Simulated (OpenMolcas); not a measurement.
# AlNH2ClF (SMILES [NH2][Al]([F])[Cl]) at 6 levels

We compute a comparison of 6 runs (HF/def2-SVP, HF/6-31+G*, revPBE/ANO-L-VDZ, PBE0/def2-SVP, PBE/aug-cc-pVDZ, CCSD(T)/6-31G**) of AlNH2ClF. 

The calculation is run with OpenMolcas 26.06.

2 further runs of the same task are left out: 2 set aside as unsound or not needed.

## (1) Starting point

AlNH2ClF has 6 atoms, charge 0, and is taken as a singlet. As SMILES, `[NH2][Al]([F])[Cl]`. The coordinates come from a PBE0-D4/def2-TZVP relaxation.

Bond lengths: N1–Al2 1.746 Å, Al2–F3 1.641 Å, Al2–Cl4 2.079 Å, N1–H5 1.006 Å, N1–H6 1.006 Å. Angles: N1–Al2–F3 119.8°, N1–Al2–Cl4 121.2°, F3–Al2–Cl4 119.0°, Al2–N1–H5 124.6°, Al2–N1–H6 124.3°, H5–N1–H6 111.1°.

## (2) Energy and gradient at HF/def2-SVP (run 1)

Input file run.inp:

```
* AlClFH2N Hartree-Fock
>>> EXPORT MOLCAS_PRINT=2
&GATEWAY
BasLib=$CurrDir
Coord
6
angstrom
N       -0.112300       0.982600      -0.025800
Al       0.152500      -0.739100       0.092300
F        1.041800      -1.345500       1.331100
Cl      -0.641100      -2.049400      -1.313600
H        0.246300       1.661500       0.624800
H       -0.645100       1.426000      -0.754900
Basis=def2-SVP
Group=NoSym
&SEWARD
&SCF
Thresholds=1e-10 1e-07 1e-07 1e-05
PrOrbitals=1
&ALASKA
```

The basis set def2-SVP is read from a file made from the Basis Set Exchange's data (not shown).

On the command line:

```sh
$ export MOLCAS_MEM=1860
$ pymolcas run.inp > run.log
```

Log:

```text
--- Start Module: gateway ---
[...]
--- Stop Module: gateway /rc=_RC_ALL_IS_WELL_ ---
[...]
      Basis functions           74
[...]
--- Start Module: scf ---
[...]
       Convergence after  13 Iterations
[...]
::    Total SCF energy                               -856.3222671257
[...]
      Total spin, S                                     0.0000000000
[...]
      Total electronic charge=   48.000000
      Total            charge=   -0.000000
[...]
      Dipole Moment (debye):
      Origin of the operator (angstrom)=   -0.0050   -1.0344   -0.1923
                   X= -4.8644E-01               Y=  2.6009E+00               Z= -3.0885E-01           Total=  2.6640E+00
      Quadrupole Moment (debye*angstrom):
[...]
--- Stop Module: scf /rc=_RC_ALL_IS_WELL_ ---
[...]
--- Start Module: alaska ---
[...]
 *              Molecular gradients               *
 **************************************************
  Irreducible representation: a
 ------------------------------------------------------------------------------------------
                              X                       Y                       Z
 ------------------------------------------------------------------------------------------
  N1                3.22791370389375E-04   -3.05076315563113E-03   -2.24822851081774E-05
  AL2               1.53249565153946E-04   -3.54235568186656E-03   -3.66768738102152E-04
  F3               -1.22235287118677E-03    1.26406151075553E-03   -1.62605334177712E-03
  CL4               1.12286700191611E-03    2.72775680547355E-03    2.14168674094850E-03
  H5                2.22617107099476E-03    2.06671916349910E-03    3.70024058732765E-03
  H6               -2.60272613734314E-03    5.34581357819697E-04   -3.82662296343916E-03
 ------------------------------------------------------------------------------------------
--- Stop Module: alaska /rc=_RC_ALL_IS_WELL_ ---
[...]
```

It took 5.1 s on 1 thread of Arm Neoverse V1, shared host; peak memory 0.43 GiB.

## (3) Energy and gradient at HF/6-31+G(d) (spherical functions) (run 2)

Input file coord.xyz:

```xyz
6

N     -0.112300     0.982600    -0.025800
Al     0.152500    -0.739100     0.092300
F      1.041800    -1.345500     1.331100
Cl    -0.641100    -2.049400    -1.313600
H      0.246300     1.661500     0.624800
H     -0.645100     1.426000    -0.754900
```

Input file mol.inp:

```
>>> EXPORT MOLCAS_PRINT=2
&GATEWAY
BasLib=$CurrDir
Coord=coord.xyz
Basis=6-31pGs
Group=NoSym
&SEWARD
&SCF
Thresholds=1e-10 1e-07 1e-07 1e-05
PrOrbitals=0
&ALASKA
```

The basis set 6-31+G* is read from a file made from the Basis Set Exchange's data (not shown).

On the command line:

```sh
$ export MOLCAS_MEM=1860
$ pymolcas mol.inp > mol.log
```

Log:

```text
--- Start Module: gateway ---
[...]
--- Stop Module: gateway /rc=_RC_ALL_IS_WELL_ ---
[...]
      Basis functions           84
[...]
--- Start Module: scf ---
[...]
       Convergence after  13 Iterations
[...]
::    Total SCF energy                               -856.6380736273
[...]
      Total spin, S                                     0.0000000000
[...]
      Total electronic charge=   48.000000
      Total            charge=   -0.000000
[...]
      Dipole Moment (debye):
      Origin of the operator (angstrom)=   -0.0050   -1.0344   -0.1923
                   X= -4.0990E-01               Y=  2.6489E+00               Z= -1.8585E-01           Total=  2.6869E+00
      Quadrupole Moment (debye*angstrom):
[...]
--- Stop Module: scf /rc=_RC_ALL_IS_WELL_ ---
[...]
--- Start Module: alaska ---
[...]
 *              Molecular gradients               *
 **************************************************
  Irreducible representation: a
 ------------------------------------------------------------------------------------------
                              X                       Y                       Z
 ------------------------------------------------------------------------------------------
  N1                1.99839440867855E-03   -1.18443493058695E-02    1.06332237435469E-03
  AL2              -2.04622700182799E-03    3.01099236222147E-03   -2.60847286174215E-03
  F3               -2.35214704963127E-04    4.30430386234804E-04   -2.77184451817902E-04
  CL4               1.27035993880042E-03    2.34641209850572E-03    2.30184225018348E-03
  H5                2.93482758536512E-03    4.09005355706604E-03    5.09826829158211E-03
  H6               -3.92214022606030E-03    1.96646090187791E-03   -5.57777560248907E-03
 ------------------------------------------------------------------------------------------
--- Stop Module: alaska /rc=_RC_ALL_IS_WELL_ ---
[...]
```

Wall time 9.3 s (1 thread of Arm Neoverse V1, shared host); peak memory 0.46 GiB.

Runs 3 to 5 aren't shown in full; the table further down has their settings and results.

## (4) The energy at CCSD(T)/6-31G(d,p) (spherical functions) (run 6)

Input file mol.inp:

```
* AlClFH2N CCSD(T)

&GATEWAY
  BasLib=$CurrDir
  Coord
  6
  angstrom
  N       -0.112300       0.982600      -0.025800
  Al       0.152500      -0.739100       0.092300
  F        1.041800      -1.345500       1.331100
  Cl      -0.641100      -2.049400      -1.313600
  H        0.246300       1.661500       0.624800
  H       -0.645100       1.426000      -0.754900
  Basis=6-31Gss
  Group=NoSym

&SEWARD

&SCF
  Thresholds=1e-10 1e-07 1e-07 1e-05
  PrOrbitals=1 1

&RASSCF
  FileOrb=$Project.ScfOrb
  Spin=1
  Nactel=0 0 0
  Inactive=24
  Ras2=0
  OutOrbitals=Canonical
  OrbListing=Nothing

&MOTRA
  JobIph
  Frozen=12

&CCSDT
  CCT
  Triples=2
  Iterations=80
  Accuracy=1e-08
  Extrapolation=5 4
```

The basis set 6-31G** is read from a file made from the Basis Set Exchange's data (not shown).

On the command line:

```sh
$ export MOLCAS_MEM=1860
$ pymolcas mol.inp > mol.log
```

Log:

```text
--- Start Module: gateway ---
[...]
--- Stop Module: gateway /rc=_RC_ALL_IS_WELL_ ---
[...]
      Basis functions           74
[...]
       Convergence after  13 Iterations
[...]
::    Total SCF energy                               -856.6346574405
[...]
      Total spin, S                                     0.0000000000
[...]
      Number of active orbitals                  0
[...]
      Spin quantum number                      0.0
[...]
      Active orbitals                            0
[...]
      Number of CSFs                             1
[...]
      Number of root(s) required                 1
[...]
      Convergence after  4 iterations
[...]
      Natural orbitals and occupation numbers for root  1
      ************************************************************************************************************************
      *                                                    Final results                                                     *
      ************************************************************************************************************************
[...]
::    RASSCF root number  1 Total energy:   -856.63465744
[...]
      Total electronic charge=   48.000000
      Total            charge=   -0.000000
[...]
      Dipole Moment (debye):
      Origin of the operator (angstrom)=   -0.0050   -1.0344   -0.1923
                   X= -3.4394E-01               Y=  2.7420E+00               Z= -7.1559E-02           Total=  2.7645E+00
      Quadrupole Moment (debye*angstrom):
[...]
--- Start Module: motra ---
[...]
      *** WARNING: Default frozen orbitals is overwritten by user input.
      *** Default values:   9
[...]
--- Stop Module: motra /rc=_RC_ALL_IS_WELL_ ---
--- Start Module: ccsdt ---
[...]
      Convergence after                    15  Iterations
      Total energy (diff) :    -857.18405159       0.00000000
[...]
 METHOD                       : CCSD+T(CCSD)+<T3(1)WT1> = CCSD(T)
[...]
       CCSD     =      -857.1840515906807
[...]
--- Stop Module: ccsdt /rc=_RC_ALL_IS_WELL_ ---
[...]
```

Run time: 24 s. Hardware: 1 thread of Arm Neoverse V1, shared host; peak memory 0.43 GiB.

## (5) All runs side by side

| run | level | integral approximation | SCF convergence threshold | energy (Eh) | dipole moment (D) of the reference | HOMO energy (eV) | LUMO energy (eV) | wall time |
| --- | --- | --- | --- | --- | --- | --- | --- | --- |
| 1 | HF/def2-SVP | none | 1e-10 | -856.322267 | 2.66 | -11.47 | 2.48 | 5.1 s |
| 2 | HF/6-31+G* (spherical functions) | none | 1e-10 | -856.638074 | 2.69 | -11.60 | 0.98 | 9.3 s |
| 3 | revPBE/ANO-L-VDZ (Cholesky decomposition) | CD medium | – | -858.413863 | 3.26 | -7.07 | -1.95 | 1.8 min |
| 4 | PBE0/def2-SVP | none | 1e-10 | -857.845870 | 2.65 | -7.81 | -0.36 | 19 s |
| 5 | PBE/aug-cc-pVDZ | none | 1e-10 | -858.146294 | 2.45 | -6.69 | -1.79 | 58 s |
| 6 | CCSD(T)/6-31G** (spherical functions) | none | 1e-10 | -857.194959 | 2.76 | -11.45 | 2.46 | 24 s |

## (6) Outcome

| quantity | value |
| --- | --- |
| run 6: total energy | -857.19496 Eh |
| run 6: dipole moment (mean-field density) | 2.76 D |
| run 6: HOMO energy (Hartree–Fock orbitals) | -11.45 eV |
| run 6: LUMO energy (Hartree–Fock orbitals) | 2.46 eV |
| run 6: HOMO–LUMO gap (Hartree–Fock orbitals) | 13.92 eV |
| run 6: correlation energy (12 core orbitals frozen) | -560.3 mEh |
| run 6: (T) correction | -10.91 mEh |

**Reading.** Over runs 1, 2, 3, 4, 5 the dipole moment (its size) runs from 2.45 D (PBE/aug-cc-pVDZ) to 3.26 D (revPBE/ANO-L-VDZ). The two ends differ in method and basis. Over runs 1, 2, 3, 4, 5 the HOMO–LUMO gap runs from 4.90 eV (PBE/aug-cc-pVDZ) to 13.95 eV (HF/def2-SVP). Totals of different functionals can't be ranked against each other. All runs together took 3.7 min, the longest 1.8 min.
